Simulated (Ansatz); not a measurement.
# Sn2SO: the cost of one run

Program: Ansatz 0.2.0. Level of theory: DFT PBE, scalar-relativistic, plane waves, PAW. These are calculated values, not measurements.

### Step 1. The system as given

It takes space group P-6m2 (No. 187, hexagonal). Conventional cell: a = 3.723 Å, b = 3.723 Å, c = 6.060 Å, α = 90.00°, β = 90.00°, γ = 120.00°. Sn (site symmetry 3m) is surrounded by 1 Sn at 2.22 Å and 3 O at 2.42 Å and 3 S at 2.88 Å. Around S (site symmetry -6m2) lie 6 Sn at 2.88 Å. O (site symmetry -6m2) has 6 Sn at 2.42 Å as nearest neighbours.

As a file:

```xyz
4
Lattice="3.7230 0.0000 0.0000 -1.8615 3.2242 0.0000 0.0000 0.0000 6.0600" Properties=species:S:1:pos:R:3 pbc="T T T"
Sn    1.8615    1.0747    1.1118
Sn    1.8615    1.0747    4.9482
S     0.0000    2.1495    3.0300
O     0.0000    0.0000    0.0000
```

The cell is invented: close-packed anion layers stacked AB|A, with sites between them filled layer by layer (P-6m2, No. 187). The dimensions are guesses.

### Step 2. Probe: one point on a coarse mesh

File input.yaml:

```yaml
crystal:
  lattice:
    - [3.72299772, 0.0, 0.0]
    - [-1.86149886, 3.22421061, 0.0]
    - [0.0, 0.0, 6.06004818]
  atoms:
    - { symbol: Sn, position: [0.66666667, 0.33333333, 0.18346446] }
    - { symbol: Sn, position: [0.66666667, 0.33333333, 0.81653554] }
    - { symbol: S, position: [0.33333333, 0.66666667, 0.5] }
    - { symbol: O, position: [0.0, 0.0, 0.0] }
basis:
  ecutwfc: 420
kpoints:
  mp_grid: { grid: [6, 6, 4] }
hamiltonian:
  xc: pbe
scf:
  occupations: { method: gaussian, width: 0.1 }
  lower_state_search: "off"
output:
  forces: true
  stress: true
  eigenvalues: true
```

The run is started by

```
$ ansatz run input.yaml --threads 1 --pin off --max-ram 2048MiB --backend cpu --events-out ev --progress --plain --runs-dir out
```

**Question.** How long does this run take on 1 thread of Arm Neoverse V1, shared host, and how much memory does it need?

About 3.7 s, with a peak of 0.3 GiB.
